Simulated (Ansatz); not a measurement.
VCrC2:

```xyz
4
Lattice="1.4606 0.8433 4.7394 -1.4606 0.8433 4.7394 0.0000 -1.6866 4.7394" Properties=species:S:1:pos:R:3 pbc="T T T"
Cr    0.0000    0.0000    7.1091
V     0.0000    0.0000    0.0000
C     0.0000    0.0000    3.5369
C     0.0000    0.0000   10.6813
```

The cell comes from a database or a generator and needn't be the stable form of this composition.

Base run:

```yaml
Program: Ansatz 0.2.0
Functional: PBE
Potentials_or_basis: Ansatz PAW
Cutoff: "420 eV (not typed: the program's choice for these potentials)"
k_mesh: 9 × 9 × 9
Occupations: fermi-dirac, width 0.05 eV
Spin: collinear spin, ferromagnetic start
Starting_moments: "[3.0, 2.0, 0.0, 0.0] μB"
Fixed_moment: 5 μB
```

Its results: pressure 32.3 GPa; site moments Cr +2.24; V +1.26; C +0.22 μB; largest force 0.120 eV/Å.

**Question.** The run is repeated on the same cell with these changes: fixed moment from 5 μB to 1.2 μB; moments at the start from [3.0, 2.0, 0.0, 0.0] to [0.72, 0.48, 0.0, 0.0]. What comes out?

**Answer.** Pressure 0.9 GPa; site moments Cr +1.13; V +0.02; C -0.05 μB; largest force 0.015 eV/Å.

Caveats: the total moment is fixed, so each spin has its own Fermi level; the thresholds are loose for stress; a pressure of tens of GPa on the cell as given is suspect, and the run, the potentials or the cell itself is likely at fault (some runs).
